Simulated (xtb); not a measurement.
# GFN1-xTB run of BHSCl2 (SMILES SB(Cl)Cl)

Wanted: a geometry optimisation of BHSCl2. 

Program for the calculation: xtb 6.7.1.

8 further runs of the same task are left out: 8 set aside as unsound or not needed.

## 1. Starting point

BHSCl2: 5 atoms, total charge 0, spin state singlet. As SMILES, `SB(Cl)Cl`. Geometry: relaxed at GFN2-xTB. The run starts from this shape.

Bond lengths: S1–B2 1.801 Å, B2–Cl3 1.724 Å, B2–Cl4 1.733 Å, S1–H5 1.329 Å. Angles: S1–B2–Cl3 119.2°, S1–B2–Cl4 121.3°, Cl3–B2–Cl4 119.5°, B2–S1–H5 97.7°.

## 2. A structure relaxation at GFN1-xTB

Contents of start.xyz:

```xyz
5

S     -0.07026     1.40317     0.18761
B      0.23628    -0.37202     0.19775
Cl     1.35264    -1.02664     1.33637
Cl    -0.56712    -1.42990    -0.91513
H     -0.95154     1.42538    -0.80661
```

Started as:

```console
$ xtb start.xyz --gfn 1 --uhf 0 -o vtight -P 1 > xtb.out 2> xtb.err
```

**Question.** What will come out? Wanted: total energy at the end; dipole moment; HOMO energy; LUMO energy; HOMO–LUMO gap; dispersion energy.

**Answer.** As computed:

At GFN1-xTB:

```
               quantity         value
total energy at the end  -14.25089 Eh
          dipole moment        1.91 D
            HOMO energy     -12.22 eV
            LUMO energy      -7.05 eV
          HOMO–LUMO gap       5.17 eV
      dispersion energy  -5.64 kJ/mol
```

What this shows: At the final geometry: Bond lengths: S1–B2 1.771 Å, B2–Cl3 1.750 Å, B2–Cl4 1.761 Å, S1–H5 1.321 Å. Angles: S1–B2–Cl3 118.6°, S1–B2–Cl4 122.2°, Cl3–B2–Cl4 119.3°, B2–S1–H5 98.1°. The optimisation took 8 steps and changed the energy by -0.027 eV.
